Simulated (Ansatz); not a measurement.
# C₃H₆BF: up Jacob's ladder to CCSD(T)

Aim: compute C₃H₆BF with functionals from several rungs and with coupled cluster. The yardstick is the atomisation energy at the CCSD(T) limit.

The runs use Ansatz 0.2.0, Gaussian basis; functionals in def2-TZVPP, the program's frozen cores in correlated methods.

Levels to be run: LDA (SPW92), PBE-D4, revPBE-D4, BLYP-D4, r2SCAN-D4, B97M-V, PBE0-D4, B3LYP-D4, r2SCANh-D4, r2SCAN0-D4, HSE06-D4, BHLYP-D4, CAM-B3LYP-D4, LC-ωPBE, ωB97X-V, ωB97M-V, B2PLYP, PBE-QIDH; CCSD(T)/def2-SVP; CCSD(T)/def2-TZVPP; MP2/def2-QZVPP; extrapolation to the limit; RPA on PBE.

### Step 1. The relaxed structure

An earlier PBE0-D4 in a triple-zeta def2 set relaxation fixed the geometry.

SMILES `B/C=C(/C)F`, 11 atoms, charge 0, spin multiplicity 1.

Atoms are counted from 1 here; the program's logs count them from 0.

Bond lengths: B1–C2 1.522 Å, B1–H6 1.197 Å, B1–H7 1.195 Å, C2–C3 1.342 Å, C2–H8 1.086 Å, C3–C4 1.479 Å, C3–F5 1.333 Å, C4–H9 1.094 Å, C4–H10 1.094 Å, C4–H11 1.088 Å. Angles: C2–B1–H6 119.9°, C2–B1–H7 120.9°, H6–B1–H7 119.2°, B1–C2–C3 124.4°, B1–C2–H8 121.6°, C3–C2–H8 114.0°, C2–C3–C4 128.4°, C2–C3–F5 120.5°, C4–C3–F5 111.1°, C3–C4–H9 109.9°, C3–C4–H10 109.8°, C3–C4–H11 111.1°, H9–C4–H10 107.1°, H9–C4–H11 109.5°, H10–C4–H11 109.4°.

### Step 2. LDA

This LDA is Slater exchange with PW92 correlation.

Contents of in.yaml:

```yaml
crystal:
  periodic: [false, false, false]
  atoms:
    - {symbol: B, position_ang: [-0.758723, 1.512994, 1.333183]}
    - {symbol: C, position_ang: [-0.198060, 0.197652, 0.811143]}
    - {symbol: C, position_ang: [0.097530, -0.043155, -0.475470]}
    - {symbol: C, position_ang: [0.641586, -1.280326, -1.076748]}
    - {symbol: F, position_ang: [-0.092092, 0.896839, -1.401598]}
    - {symbol: H, position_ang: [-0.995157, 1.638852, 2.499679]}
    - {symbol: H, position_ang: [-0.967864, 2.427333, 0.593294]}
    - {symbol: H, position_ang: [-0.002498, -0.640018, 1.474247]}
    - {symbol: H, position_ang: [1.587930, -1.063522, -1.580413]}
    - {symbol: H, position_ang: [-0.048180, -1.658171, -1.836912]}
    - {symbol: H, position_ang: [0.800729, -2.045480, -0.319906]}
basis:
  gaussian: {orbitals: def2-TZVPP}
hamiltonian: {xc: lda}
output: {orbitals: {seedname: orbitals}}
```

Run with:

```console
$ ansatz run in.yaml --threads 4 --pin off --events-out ev --progress --plain --max-ram 10444MiB
```

After this run come: PBE-D4 (GGA); revPBE-D4 (GGA); BLYP-D4 (GGA); r2SCAN-D4 (meta-GGA); B97M-V (meta-GGA); PBE0-D4 (hybrid); B3LYP-D4 (hybrid); r2SCANh-D4 (hybrid); r2SCAN0-D4 (hybrid); HSE06-D4 (hybrid); BHLYP-D4 (hybrid); CAM-B3LYP-D4 (range-separated); LC-ωPBE (range-separated); ωB97X-V (range-separated); ωB97M-V (range-separated); B2PLYP (double hybrid); PBE-QIDH (double hybrid); CCSD(T) in def2-SVP; CCSD(T) in def2-TZVPP; MP2 in def2-QZVPP; RPA on PBE orbitals.

**Question.** What will the summary of the whole plan be? Wanted: atomisation energy, CCSD(T)/CBS; farthest beyond LDA; mean size of error, GGA; mean size of error, meta-GGA; mean size of error, hybrid; mean size of error, range-separated; mean size of error, double hybrid; gap, smallest and largest; T1 diagnostic.

**Answer**, as computed:

| quantity | value |
| --- | --- |
| atomisation energy, CCSD(T)/CBS | 4386.8 kJ/mol |
| functionals within 21.9 kJ/mol (0.5 %) | r2SCAN0-D4, B2PLYP, PBE-QIDH |
| farthest beyond LDA | PBE-D4 (+136.9 kJ/mol) |
| mean size of error, GGA | 63.8 kJ/mol |
| mean size of error, meta-GGA | 46.6 kJ/mol |
| mean size of error, hybrid | 46.8 kJ/mol |
| mean size of error, range-separated | 33.6 kJ/mol |
| mean size of error, double hybrid | 12.4 kJ/mol |
| gap, smallest and largest | 3.94 eV (LDA (SPW92)), 10.87 eV (LC-ωPBE) |
| T1 diagnostic | 0.0120 |
| triples share of the correlation energy | 3.8 % |

What this shows: LDA overbinds by 663.9 kJ/mol (15 %). PBE-D4 is off by +136.9 kJ/mol. Double hybrids carry the basis error of their MP2 part in triple zeta, and no dispersion term here, so their miss is partly the set-up's. By mean error the best rung here is double hybrid (12.4 kJ/mol) and the worst beyond LDA is GGA (63.8 kJ/mol). The reference freezes the cores and leaves out relativity and excitations past (T), so misses under about 21.9 kJ/mol can't be ranked. Hartree-Fock recovers 76 % of the binding; the rest is correlation. CCSD(T) in def2-SVP is off by -160.0 kJ/mol, which most functionals beat. The gap grows from 3.9 to 10.9 eV across the functionals, mostly with the share of exact exchange.
